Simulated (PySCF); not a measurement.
# C3H5B: geometry, NMR shifts, spin-spin couplings, electronic excitations and core binding energies

Aim: predict the NMR shifts, spin-spin couplings, electronic excitations and core binding energies of C3H5B (`BCC#C`).

Programs: PySCF 2.14.0, with density-fitted response routines of our own. Each step states its level of theory. These are calculated values for one molecule in the gas phase, unless marked as measured. Atoms are numbered from 0 throughout.

## 1. The molecule as given

9 atoms, charge 0, multiplicity 1; geometry from: GFN2-xTB.

Bonds of the start (Å): B0–C1 1.57, C1–C2 1.45, C2–C3 1.20, B0–H4 1.17, B0–H5 1.17, C1–H6 1.10, C1–H7 1.10, C3–H8 1.05.

## 2. Relaxing the molecule at PBE0-D3(BJ)/def2-SVP

The job: settings as JSON, then the geometry in Å.

```
{"job": {"xc": "PBE0", "basis": "def2-SVP", "d3": "d3bj", "grid": 1, "kind": "geom"}, "charge": 0, "multiplicity": 1}
B     -1.309108     0.777891     0.102704
C     -0.424083    -0.517464     0.001846
C      1.008292    -0.319038    -0.064007
C      2.192790    -0.156420    -0.115739
H     -0.840163     1.845815     0.033828
H     -2.464271     0.647171     0.234607
H     -0.644240    -1.191700     0.837695
H     -0.736175    -1.068319    -0.895240
H      3.230520    -0.011942    -0.160874
```

**Question.** This job is followed by: GIAO PBE0/pcSseg-1 NMR shielding, non-relativistic, gas phase; B3LYP/pcJ-1 indirect spin-spin coupling, non-relativistic, gas phase; TDDFT PBE0/def2-SVPD, vertical, gas phase, core orbitals frozen in the response; GIAO wB97X-D/pcSseg-2 NMR shielding, non-relativistic, gas phase; delta-SCF UKS SCAN, pcX-2 on the ionised atom, pcseg-1 elsewhere, spin-free X2C. What will the session give for the following? rotational constants (main isotopes); ¹³C shifts against TMS (PBE0/pcSseg-1); ¹H shifts against TMS (PBE0/pcSseg-1, means over atoms taken as alike); ¹¹B shifts against BF3·OEt2 (PBE0/pcSseg-1); largest coupling of the table (B3LYP/pcJ-1); lowest singlet (PBE0/def2-SVPD); brightest single state of those computed; lowest triplet; vertical ionisation energy (ΔSCF); vertical electron affinity (ΔSCF); C1s binding energies, SCAN/pcX-2 (standing for 2 of 3 atoms); range of the shift of C2.

**Answer**, as computed:

| quantity | value |
| --- | --- |
| rotational constants (main isotopes) | 32.09, 4.55, 4.08 GHz |
| ¹³C shifts against TMS (PBE0/pcSseg-1) | 86.3, 72.7, 23.6 ppm |
| ¹H shifts against TMS (PBE0/pcSseg-1, means over atoms taken as alike) | 7.69, 2.62, 1.86 ppm |
| ¹¹B shifts against BF3·OEt2 (PBE0/pcSseg-1) | 91.1 ppm |
| largest coupling of the table (B3LYP/pcJ-1) | ¹J(C,H) C3–H8, 272.7 Hz |
| lowest singlet (PBE0/def2-SVPD) | 4.70 eV (264 nm), f = 0.000 |
| brightest single state of those computed | state 10, 8.07 eV, f = 0.042 |
| lowest triplet | 4.46 eV |
| vertical ionisation energy (ΔSCF) | 9.90 eV |
| vertical electron affinity (ΔSCF) | -0.28 eV (unbound: the value hangs on the basis) |
| C1s binding energies, SCAN/pcX-2 (standing for 2 of 3 atoms) | C1 291.41, C3 290.11 eV |
| range of the shift of C2 | 86.3 to 89.8 ppm |

In words: Over 4 steps the energy fell by 0.084 eV; of the close pairs, B0–H5 changed most, 1.170 to 1.210 Å. At PBE0/pcSseg-1: The widest tensor belongs to C2: span 303 ppm, with a paramagnetic part of -162 ppm. Of the pairs tabulated at B3LYP/pcJ-1, C3–H8 couples most strongly (272.7 Hz; Fermi contact 272.5 Hz). The first singlet state (HOMO→LUMO 0.98) lies at 4.70 eV and is dark; of the 10 states computed, the strongest absorption comes from state 10 at 8.07 eV (the last computed, so partners may be missing). The lowest triplet lies 0.25 eV below the lowest singlet (triplets in Tamm-Dancoff, singlets in full TDDFT). ΔSCF puts the ionisation energy at 9.90 eV, 2.33 eV above −ε(HOMO). C1 (propargylic sp3 CH2 bonded to B) binds its C1s electron 1.30 eV more tightly than C3 (terminal alkyne carbon). Only 2 of the 3 C atoms are covered by sound results. In ppm, C2 moves most: its shift spreads over 3.5 ppm, from 86.3 (PBE0/pcSseg-1) to 89.8 (wB97X-D/pcSseg-2).
